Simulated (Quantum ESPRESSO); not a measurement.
**WAu: zone-centre phonons under several settings**

```
W Au
1.0
     0.00000    2.74798    2.74798
     2.74798    0.00000    2.74798
     2.74798    2.74798    0.00000
W Au
1 1
Direct
  0.00000 0.00000 0.00000
  0.75000 0.75000 0.75000
```

The cell was built by a generator and needn't be a form met in nature.

All runs used Quantum ESPRESSO 7.5; k mesh 8 × 8 × 8; relaxed cell; no spin polarisation; occupations cold, width 0.2 eV.

```tsv
level	potentials	cutoff (eV)	volume (Å³/atom)	pressure (GPa)	lowest optical mode without the field (cm⁻¹)
LDA	PseudoDojo 0.4.1 SR LDA standard	952	?	0.4	?
PBE	PseudoDojo 0.4.1 SR PBE standard	1034	24.57	0.2	186
PBEsol	PseudoDojo 0.4.1 SR PBEsol standard	1034	23.68	0.1	196
revPBE	PseudoDojo 0.4.1 SR PBE standard	1034	24.87	0.2	183
BLYP	PseudoDojo 0.4.1 SR PBE standard	1034	25.72	0.4	176
RPBE	PseudoDojo 0.4.1 SR PBE standard	1034	24.99	0.3	181
vdW-DF-cx	PseudoDojo 0.4.1 SR PBE standard	1034	23.82	0.1	195
```

What stands in the row left open?

Volume 23.08 Å³/atom; lowest optical mode without the field 202 cm⁻¹.

Caveats: the volume moved by over 15 % at a fixed basis, so the end points are rough (some runs); the potentials were made for another functional, which shifts forces and pressure (some runs).
